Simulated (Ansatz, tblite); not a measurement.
# Closo-1-NB4 (H on N) (B4NH5): rung by rung

Aim: run the singlet of closo-1-NB4 (H on N) (B4NH5) at one geometry on many levels, and compare frontier levels, spin and run time.

The runs use Ansatz 0.2.0, Gaussian basis; as each input shows.

The runs, in order: GFN1-xTB, GFN2-xTB, PBE-D4/def2-TZVP, r2SCAN-D4/def2-TZVP, HF/def2-TZVP, B3LYP-D4/def2-TZVP, LC-ωPBE/def2-TZVP, PBE-D4/def2-SVP, PBE0-D4/def2-SVP, HF/STO-3G, CCSD(T)/def2-TZVP, RPA/def2-TZVP.

2 further runs of the same task are left out: 2 set aside as unsound or not needed.

**1. The relaxed structure**

The geometry is that of the singlet, from an earlier relaxation (r2SCAN-D4/def2-SVP).

10 atoms, charge 0, spin multiplicity 1.

Bond lengths: B1–B2 1.840 Å, B1–B3 1.665 Å, B1–B4 1.840 Å, B1–N5 1.513 Å, B1–H6 1.198 Å, B2–B3 1.665 Å, B2–B4 1.840 Å, B2–N5 1.513 Å, B2–H7 1.198 Å, B3–B4 1.665 Å, B3–H9 1.194 Å, B4–N5 1.513 Å, B4–H10 1.198 Å, N5–H8 1.013 Å. Angles: B2–B1–B3 56.4°, B2–B1–B4 60.0°, B2–B1–N5 52.5°, B2–B1–H6 148.4°, B3–B1–B4 56.4°, B3–B1–N5 95.7°, B3–B1–H6 140.0°, B4–B1–N5 52.5°, B4–B1–H6 148.4°, N5–B1–H6 124.3°, B1–B2–B3 56.4°, B1–B2–B4 60.0°, B1–B2–N5 52.5°, B1–B2–H7 148.4°, B3–B2–B4 56.4°, B3–B2–N5 95.7°, B3–B2–H7 140.0°, B4–B2–N5 52.5° and more.

PBE0-D4/def2-TZVP was run before; its log isn't repeated, and its numbers join the tables.

**2. GFN1-xTB**

Tight binding, by tblite at 300 K electronic temperature and without a spin-polarisation term:

```python
tblite.interface.Calculator('GFN1-xTB', numbers, positions, charge=0, uhf=0).singlepoint()
```

Energy -312.3993 eV, HOMO -10.85 eV, LUMO -6.02 eV; 0.003 s.

**3. GFN2-xTB**

Tight binding, by tblite at 300 K electronic temperature and without a spin-polarisation term:

```python
tblite.interface.Calculator('GFN2-xTB', numbers, positions, charge=0, uhf=0).singlepoint()
```

Energy -282.8019 eV, HOMO -9.15 eV, LUMO -4.75 eV; 0.003 s.

**4. PBE-D4/def2-TZVP**

start.molden holds the orbitals of an earlier run on this state, given as this run's starting guess.

Input file in.yaml:

```yaml
crystal:
  periodic: [false, false, false]
  atoms:
    - {symbol: B, position_ang: [0.120926, 0.668215, 0.817307]}
    - {symbol: B, position_ang: [0.659831, -0.825105, -0.113731]}
    - {symbol: B, position_ang: [-0.777912, -0.729715, 0.720154]}
    - {symbol: B, position_ang: [-0.790471, 0.147780, -0.694571]}
    - {symbol: N, position_ang: [0.648040, 0.607892, -0.599941]}
    - {symbol: H, position_ang: [0.388263, 1.534346, 1.600529]}
    - {symbol: H, position_ang: [1.524909, -1.615357, -0.363194]}
    - {symbol: H, position_ang: [1.260365, 1.182236, -1.166764]}
    - {symbol: H, position_ang: [-1.499860, -1.406918, 1.388465]}
    - {symbol: H, position_ang: [-1.534091, 0.436614, -1.588265]}
basis:
  gaussian: {orbitals: def2-TZVP, initial_orbitals: start.molden}
hamiltonian: {xc: pbe, dispersion: d4}
scf: {omitted_lower_state_checks: [starts]}
output: {forces: true, orbitals: {seedname: orbitals}}
```

Command:

```bash
> ansatz run in.yaml --threads 2 --pin off --events-out ev --progress --plain --max-ram 4352MiB
```

The program printed, cut to the lines that bear on the results:

```text
Functional definition: PBE
  name "PBE"
  cite "Perdew, Burke & Ernzerhof, Phys. Rev. Lett. 77, 3865 (1996) doi:10.1103/PhysRevLett.77.3865"
  parent pbe
[...]
1051 factors; their error is unknown
[...]
mean field -4272.01941963 eV, -156.9938179925 hartree, gradient 9.6e-6 eV, S^2 0.000000; 0 other end points of the search recorded, 0 dependent functions left out
[...]
reference -4272.01946984 eV, -156.9938198379 hartree; 16, 16 occupied and 169, 169 virtual orbitals, 1051 factors
Total energy: -4272.21553626 eV, -157.0010251458 hartree
Atom 0 at     0.120926     0.668215     0.817307 Å, force    -0.054936    -0.002422     0.133054 eV/Å
Atom 1 at     0.659831    -0.825105    -0.113731 Å, force    -0.007137    -0.134902     0.050698 eV/Å
Atom 2 at    -0.777912    -0.729715     0.720154 Å, force     0.022598     0.021290    -0.020857 eV/Å
Atom 3 at    -0.790471     0.147780    -0.694571 Å, force    -0.135991    -0.048602    -0.000785 eV/Å
Atom 4 at     0.648040     0.607892    -0.599941 Å, force     0.125852     0.118030    -0.116074 eV/Å
Atom 5 at     0.388263     1.534346     1.600529 Å, force    -0.046300    -0.123072    -0.090529 eV/Å
Atom 6 at     1.524909    -1.615357    -0.363194 Å, force    -0.123678     0.091274     0.043115 eV/Å
Atom 7 at     1.260365     1.182236    -1.166764 Å, force     0.018931     0.017845    -0.017583 eV/Å
Atom 8 at    -1.499860    -1.406918     1.388465 Å, force     0.116125     0.108912    -0.107479 eV/Å
Atom 9 at    -1.534091     0.436614    -1.588265 Å, force     0.084536    -0.048352     0.126441 eV/Å
Dipole moment:     0.398948     0.374227    -0.369327 e Å
Checks for a lower state left out: starts
```

Wall time 3 s (2 threads of Arm Neoverse V2, shared host).

Report: HOMO -6.72 eV, LUMO -1.54 eV.

**5. r2SCAN-D4/def2-TZVP**

in.yaml: that of step 4 with these lines changed.

```diff
@@ -15,4 +15,4 @@
   gaussian: {orbitals: def2-TZVP, initial_orbitals: start.molden}
-hamiltonian: {xc: pbe, dispersion: d4}
+hamiltonian: {xc: r2scan, dispersion: d4}
 scf: {omitted_lower_state_checks: [starts]}
-output: {forces: true, orbitals: {seedname: orbitals}}
+output: {orbitals: {seedname: orbitals}}
```

Same command.

The program printed:

```text
Functional definition: r2SCAN
  name "r2SCAN"
  cite "Furness, Kaplan, Ning, Perdew & Sun, J. Phys. Chem. Lett. 11, 8208 (2020) doi:10.1021/acs.jpclett.0c02405"
  cite "Furness, Kaplan, Ning, Perdew & Sun, J. Phys. Chem. Lett. 11, 9248 (2020) doi:10.1021/acs.jpclett.0c03077"
  parent r2scan
  parameter k0 = 0.174
  parameter k1 = 0.065
  parameter a1 = 4.9479
  exchange = r2scan_x(k0 = k0, k1 = k1, a1 = a1)
  correlation = r2scan_c
these checks for a lower state are left out or cut short: starts
1051 factors; their error is unknown
mean field evaluation 1: about -4275.7249 eV, gradient 4.3e0 eV
mean field evaluation 2: about -4275.7558 eV, gradient 3.0e-2 eV
mean field evaluation 4: about -4275.7427 eV, gradient 1.6e-4 eV
mean field -4275.74273010 eV, -157.1306471285 hartree, gradient 2.5e-5 eV, S^2 0.000000; 0 other end points of the search recorded, 0 dependent functions left out
reference -4275.74274579 eV, -157.1306477054 hartree; 16, 16 occupied and 169, 169 virtual orbitals, 1051 factors
Total energy: -4275.78738591 eV, -157.1322881995 hartree
Checks for a lower state left out: starts
```

Wall time 4.9 s (2 threads of Arm Neoverse V2, shared host).

From the report: HOMO -6.88 eV, LUMO -1.25 eV.

**6. HF/def2-TZVP**

in.yaml: that of step 5 with these lines changed.

```diff
@@ -15,3 +15,3 @@
   gaussian: {orbitals: def2-TZVP, initial_orbitals: start.molden}
-hamiltonian: {xc: r2scan, dispersion: d4}
+hamiltonian: {xc: hf}
 scf: {omitted_lower_state_checks: [starts]}
```

The command is unchanged.

The program printed:

```text
Functional definition: HF
  name "HF"
  cite "Fock, Z. Phys. 61, 126 (1930) doi:10.1007/BF01340294"
  parent pbe
  exchange = exact_x
  correlation = 0
these checks for a lower state are left out or cut short: starts
1302 factors; their error is unknown
mean field evaluation 1: about -4248.0664 eV, gradient 2.1e1 eV
mean field evaluation 2: about -4248.6536 eV, gradient 6.2e-1 eV
mean field evaluation 4: about -4248.7005 eV, gradient 4.1e-1 eV
mean field -4248.70069414 eV, -156.1368706369 hartree, gradient 1.4e-5 eV, S^2 0.000000; 0 other end points of the search recorded, 0 dependent functions left out
reference -4248.70069414 eV, -156.1368706369 hartree; 16, 16 occupied and 169, 169 virtual orbitals, 1302 factors
Total energy: -4248.70069414 eV, -156.1368706369 hartree
Checks for a lower state left out: starts
```

Wall time 1.6 s (2 threads of Arm Neoverse V2, shared host).

Report: HOMO -10.10 eV, LUMO 2.53 eV.

**7. B3LYP-D4/def2-TZVP**

in.yaml: that of step 6 with these lines changed.

```diff
@@ -15,3 +15,3 @@
   gaussian: {orbitals: def2-TZVP, initial_orbitals: start.molden}
-hamiltonian: {xc: hf}
+hamiltonian: {xc: {name: B3LYP}, dispersion: d4}
 scf: {omitted_lower_state_checks: [starts]}
```

Same command.

The program printed, cut to the lines that bear on the results:

```text
Functional definition: B3LYP
  name "B3LYP"
  cite "Stephens, Devlin, Chabalowski & Frisch, J. Phys. Chem. 98, 11623 (1994) doi:10.1021/j100096a001"
  cite "Becke, Phys. Rev. A 38, 3098 (1988) doi:10.1103/PhysRevA.38.3098"
  cite "Lee, Yang & Parr, Phys. Rev. B 37, 785 (1988) doi:10.1103/PhysRevB.37.785"
  cite "Vosko, Wilk & Nusair, Can. J. Phys. 58, 1200 (1980) doi:10.1139/p80-159"
[...]
1051 factors; their error is unknown
[...]
mean field -4278.69991326 eV, -157.2393216055 hartree, gradient 1.1e-5 eV, S^2 0.000000; 0 other end points of the search recorded, 0 dependent functions left out
reference -4278.70019507 eV, -157.2393319617 hartree; 16, 16 occupied and 169, 169 virtual orbitals, 1051 factors
Total energy: -4279.01960834 eV, -157.2510701827 hartree
Checks for a lower state left out: starts
```

It took 3.5 s on 2 threads of Arm Neoverse V2, shared host.

HOMO -7.55 eV, LUMO -0.81 eV.

**8. LC-ωPBE/def2-TZVP**

in.yaml: that of step 7 with these lines changed.

```diff
@@ -15,3 +15,3 @@
   gaussian: {orbitals: def2-TZVP, initial_orbitals: start.molden}
-hamiltonian: {xc: {name: B3LYP}, dispersion: d4}
+hamiltonian: {xc: {name: LC-wPBE}}
 scf: {omitted_lower_state_checks: [starts]}
```

The command is unchanged.

The program printed, cut to the lines that bear on the results:

```text
Functional definition: LC-wPBE
  name "LC-wPBE"
  cite "Vydrov & Scuseria, J. Chem. Phys. 125, 234109 (2006) doi:10.1063/1.2409292"
  cite "Heyd & Scuseria, J. Chem. Phys. 120, 7274 (2004) doi:10.1063/1.1668634"
  cite "Ernzerhof & Perdew, J. Chem. Phys. 109, 3313 (1998) doi:10.1063/1.476928"
  cite "Perdew, Burke & Ernzerhof, Phys. Rev. Lett. 77, 3865 (1996) doi:10.1103/PhysRevLett.77.3865"
  parent pbe
[...]
1051 factors; their error is unknown
423 factors; integrals over basis functions are off by at most 1.7e-5 eV
[...]
mean field -4275.13658189 eV, -157.1083715928 hartree, gradient 2.5e-5 eV, S^2 0.000000; 0 other end points of the search recorded, 0 dependent functions left out
reference -4275.13658190 eV, -157.1083715931 hartree; 16, 16 occupied and 169, 169 virtual orbitals, 1051 factors
Total energy: -4275.13658190 eV, -157.1083715931 hartree
Checks for a lower state left out: starts
```

Wall time 3.1 s (2 threads of Arm Neoverse V2, shared host).

Report: HOMO -10.42 eV, LUMO 1.56 eV.

**9. PBE-D4/def2-SVP**

in.yaml: that of step 8 with these lines changed.

```diff
@@ -14,4 +14,4 @@
 basis:
-  gaussian: {orbitals: def2-TZVP, initial_orbitals: start.molden}
-hamiltonian: {xc: {name: LC-wPBE}}
+  gaussian: {orbitals: def2-SVP, initial_orbitals: start.molden}
+hamiltonian: {xc: pbe, dispersion: d4}
 scf: {omitted_lower_state_checks: [starts]}
```

Same command.

The program printed:

```text
Functional definition: PBE
  name "PBE"
  cite "Perdew, Burke & Ernzerhof, Phys. Rev. Lett. 77, 3865 (1996) doi:10.1103/PhysRevLett.77.3865"
  parent pbe
  parameter kappa = 0.804
  parameter beta = 0.06672455060314922
  exchange = pbe_x(kappa = kappa, mu = beta*pi^2/3)
  correlation = pbe_c(beta = beta)
these checks for a lower state are left out or cut short: starts
1078 factors; their error is unknown
mean field evaluation 1: about -4267.4432 eV, gradient 6.2e0 eV
mean field evaluation 2: about -4267.5650 eV, gradient 9.7e-2 eV
mean field evaluation 4: about -4267.5168 eV, gradient 2.0e-4 eV
mean field -4267.51683532 eV, -156.8283510711 hartree, gradient 2.3e-5 eV, S^2 0.000000; 0 other end points of the search recorded, 0 dependent functions left out
reference -4267.51687233 eV, -156.8283524313 hartree; 16, 16 occupied and 79, 79 virtual orbitals, 1078 factors
Total energy: -4267.71293875 eV, -156.8355577392 hartree
Checks for a lower state left out: starts
```

It took 1.5 s on 2 threads of Arm Neoverse V2, shared host.

From the report: HOMO -6.68 eV, LUMO -1.43 eV.

**10. PBE0-D4/def2-SVP**

in.yaml: that of step 9 with these lines changed.

```diff
@@ -15,3 +15,3 @@
   gaussian: {orbitals: def2-SVP, initial_orbitals: start.molden}
-hamiltonian: {xc: pbe, dispersion: d4}
+hamiltonian: {xc: pbe0, dispersion: d4}
 scf: {omitted_lower_state_checks: [starts]}
```

The command is unchanged.

The program printed:

```text
Functional definition: PBE0
  name "PBE0"
  cite "Adamo & Barone, J. Chem. Phys. 110, 6158 (1999) doi:10.1063/1.478522"
  cite "Perdew, Burke & Ernzerhof, Phys. Rev. Lett. 77, 3865 (1996) doi:10.1103/PhysRevLett.77.3865"
  parent pbe
  parameter a = 0.25
  parameter kappa = 0.804
  parameter beta = 0.06672455060314922
  exchange = (1 - a)*pbe_x(kappa = kappa, mu = beta*pi^2/3) + a*exact_x
  correlation = pbe_c(beta = beta)
these checks for a lower state are left out or cut short: starts
1078 factors; their error is unknown
mean field evaluation 1: about -4268.3890 eV, gradient 4.9e0 eV
mean field evaluation 2: about -4268.4520 eV, gradient 5.0e-2 eV
mean field evaluation 4: about -4268.4308 eV, gradient 1.3e-4 eV
mean field -4268.43083313 eV, -156.8619398712 hartree, gradient 1.1e-5 eV, S^2 0.000000; 0 other end points of the search recorded, 0 dependent functions left out
reference -4268.43086056 eV, -156.8619408794 hartree; 16, 16 occupied and 79, 79 virtual orbitals, 1078 factors
Total energy: -4268.59324360 eV, -156.8679083457 hartree
Checks for a lower state left out: starts
```

It took 1.4 s on 2 threads of Arm Neoverse V2, shared host.

HOMO -7.78 eV, LUMO -0.50 eV.

**11. HF/STO-3G**

in.yaml: that of step 10 with these lines changed.

```diff
@@ -14,4 +14,4 @@
 basis:
-  gaussian: {orbitals: def2-SVP, initial_orbitals: start.molden}
-hamiltonian: {xc: pbe0, dispersion: d4}
+  gaussian: {orbitals: STO-3G}
+hamiltonian: {xc: hf}
 scf: {omitted_lower_state_checks: [starts]}
```

Same command.

The program printed:

```text
Functional definition: HF
  name "HF"
  cite "Fock, Z. Phys. 61, 126 (1930) doi:10.1007/BF01340294"
  parent pbe
  exchange = exact_x
  correlation = 0
these checks for a lower state are left out or cut short: starts
408 factors; integrals over basis functions are off by at most 6.5e-5 eV
mean field evaluation 1: about -4192.3912 eV, gradient 2.2e1 eV
mean field evaluation 2: about -4192.4857 eV, gradient 2.2e1 eV
mean field evaluation 4: about -4194.5749 eV, gradient 2.5e0 eV
mean field evaluation 8: about -4194.5947 eV, gradient 2.0e-2 eV
mean field -4194.59468723 eV, -154.1485115574 hartree, gradient 3.9e-5 eV, S^2 0.000000; 0 other end points of the search recorded, 0 dependent functions left out
reference -4194.59468723 eV, -154.1485115574 hartree; 16, 16 occupied and 14, 14 virtual orbitals, 408 factors
Total energy: -4194.59468723 eV, -154.1485115574 hartree
Checks for a lower state left out: starts
```

It took 0.2 s on 2 threads of Arm Neoverse V2, shared host.

From the report: HOMO -8.57 eV, LUMO 7.08 eV.

**12. CCSD(T)/def2-TZVP**

in.yaml: that of step 11 with these lines changed.

```diff
@@ -14,4 +14,4 @@
 basis:
-  gaussian: {orbitals: STO-3G}
-hamiltonian: {xc: hf}
+  gaussian: {orbitals: def2-TZVP, initial_orbitals: start.molden}
+correlation: {method: ccsd_t}
 scf: {omitted_lower_state_checks: [starts]}
```

Same command.

The program printed, cut to the lines that bear on the results:

```text
Functional definition: HF
  name "HF"
  cite "Fock, Z. Phys. 61, 126 (1930) doi:10.1007/BF01340294"
  parent pbe
[...]
1221 factors; integrals over basis functions are off by at most 1.0e-3 eV
[...]
mean field -4248.70074890 eV, -156.1368726494 hartree, gradient 4.1e-6 eV, S^2 0.000000; 0 other end points of the search recorded, 0 dependent functions left out
5 core orbitals not correlated: weight in the atoms' cores, before any rotation towards them, 1.000 or more for the frozen orbitals, at most 0.000 for the correlated occupied ones
reference -4248.70074890 eV, -156.1368726494 hartree; 11, 11 occupied and 169, 169 virtual orbitals, 1221 factors
second order -16.97265571 eV of doubles, -0.00000000 eV of singles
cycle   1  -17.27695827 eV  change   -3.0e-1 eV  update   9.7e-2
[...]
cycle   9  -17.83311895 eV  change   -1.3e-5 eV  update   2.2e-5
perturbative correction -0.90163497 eV, -0.0331344740 hartree
Total energy: -4267.43550282 eV, -156.8253621570 hartree
Checks for a lower state left out: starts
```

It took 46 s on 2 threads of Arm Neoverse V2, shared host; peak memory 2.1 GiB.

From the report: Hartree-Fock HOMO -10.10 eV, LUMO 2.53 eV; T1 0.014.

**13. RPA/def2-TZVP**

in.yaml: that of step 12 with these lines changed.

```diff
@@ -15,4 +15,4 @@
   gaussian: {orbitals: def2-TZVP, initial_orbitals: start.molden}
-correlation: {method: ccsd_t}
+hamiltonian: {xc: pbe}
+correlation: {method: rpa}
 scf: {omitted_lower_state_checks: [starts]}
-output: {orbitals: {seedname: orbitals}}
```

The command is unchanged.

The program printed:

```text
Functional definition: PBE
  name "PBE"
  cite "Perdew, Burke & Ernzerhof, Phys. Rev. Lett. 77, 3865 (1996) doi:10.1103/PhysRevLett.77.3865"
  parent pbe
  parameter kappa = 0.804
  parameter beta = 0.06672455060314922
  exchange = pbe_x(kappa = kappa, mu = beta*pi^2/3)
  correlation = pbe_c(beta = beta)
these checks for a lower state are left out or cut short: starts
1221 factors; integrals over basis functions are off by at most 1.0e-3 eV
mean field evaluation 1: about -4271.9494 eV, gradient 7.7e0 eV
mean field evaluation 2: about -4272.0270 eV, gradient 7.8e-2 eV
mean field evaluation 4: about -4272.0194 eV, gradient 5.9e-5 eV
mean field -4272.01937391 eV, -156.9938163126 hartree, gradient 1.3e-6 eV, S^2 0.000000; 0 other end points of the search recorded, 0 dependent functions left out
5 core orbitals not correlated: weight in the atoms' cores, before any rotation towards them, 1.000 or more for the frozen orbitals, at most 0.000 for the correlated occupied ones
reference -4247.60914242 eV, -156.0967568512 hartree; 11, 11 occupied and 169, 169 virtual orbitals, 1221 factors
Total energy: -4275.95045735 eV, -157.1382809644 hartree
Checks for a lower state left out: starts
```

Run time: 5.5 s. Hardware: 2 threads of Arm Neoverse V2, shared host.

**14. Comparison**

```
              level  functions  HOMO (eV)  LUMO (eV)  gap (eV)   time
          HF/STO-3G         30      -8.57       7.08     15.65  0.2 s
       HF/def2-TZVP        185     -10.10       2.53     12.62  1.6 s
    PBE-D4/def2-SVP         95      -6.68      -1.43      5.25  1.5 s
   PBE-D4/def2-TZVP        185      -6.72      -1.54      5.18    3 s
r2SCAN-D4/def2-TZVP        185      -6.88      -1.25      5.64  4.9 s
 B3LYP-D4/def2-TZVP        185      -7.55      -0.81      6.75  3.5 s
   PBE0-D4/def2-SVP         95      -7.78      -0.50      7.28  1.4 s
  PBE0-D4/def2-TZVP        185      -7.79      -0.61      7.17  3.1 s
  LC-ωPBE/def2-TZVP        185     -10.42       1.56     11.98  3.1 s
```

Energy pieces by basis (eV):

```
    basis          HF  MP2 correlation  CCSD correlation      (T)       total
def2-TZVP  -4248.7007         -16.9727          -17.8331  -0.9016  -4267.4355
```

**15. Binding energy**

Free atoms were run apart at each level; binding is atoms less cluster, divided by the number of atoms, without zero-point or spin-orbit terms.

Differences are taken before rounding.

```
             method  binding an atom (eV)  from CCSD(T)/def2-TZVP (eV)   time
          HF/STO-3G                 4.083                       +0.223  0.2 s
       HF/def2-TZVP                 3.009                       -0.852  1.6 s
    PBE-D4/def2-SVP                 4.217                       +0.356  1.5 s
   PBE-D4/def2-TZVP                 4.165                       +0.304    3 s
r2SCAN-D4/def2-TZVP                 4.094                       +0.234  4.9 s
 B3LYP-D4/def2-TZVP                 4.029                       +0.168  3.5 s
   PBE0-D4/def2-SVP                 4.164                       +0.303  1.4 s
  PBE0-D4/def2-TZVP                 4.104                       +0.243  3.1 s
  LC-ωPBE/def2-TZVP                 4.084                       +0.223  3.1 s
      MP2/def2-TZVP                 3.975                       +0.114       
     CCSD/def2-TZVP                 3.791                       -0.070       
  CCSD(T)/def2-TZVP                 3.861                            0   46 s
```

Among the levels timed on like hardware and quicker than the yardstick, those that no quicker one beats, quickest first: HF/STO-3G (0.2 s, +0.223 eV); B3LYP-D4/def2-TZVP (3.5 s, +0.168 eV).

**16. What came out**

| quantity | value |
| --- | --- |
| gap in def2-TZVP, named functionals and Hartree-Fock, smallest and largest | 5.18 eV (PBE-D4), 12.62 eV (HF) |
| correlation energy, CCSD(T)/def2-TZVP | -18.73 eV |
| binding an atom, CCSD(T)/def2-TZVP | 3.861 eV |
| PBE0 total energy, smallest basis above largest | 4.42 eV (def2-SVP, def2-TZVP) |

In words: Over the named functionals and Hartree-Fock in def2-TZVP the gap runs from 5.18 eV (PBE-D4) to 12.62 eV (HF); exact exchange widens it. A small miss in a minimal or small basis is a cancelling of errors, not accuracy. The functionals in def2-TZVP miss CCSD(T)/def2-TZVP by +0.168 (B3LYP-D4) to +0.304 eV (PBE-D4) an atom. The reference is CCSD(T) in one finite basis, so it carries an error of its own, often a tenth of an eV or more, and near misses can't be ranked.

B3LYP-D4/def2-TZVP reaches 0.168 eV from the reference in 3.5 s, where CCSD(T)/def2-TZVP took 46 s; the quickest level in the cost chart, HF/STO-3G, takes 0.2 s and misses by 0.223 eV. The slowest run with a step of its own, CCSD(T)/def2-TZVP, took 46 s; the quickest functional in def2-TZVP took 3 s (shared host).
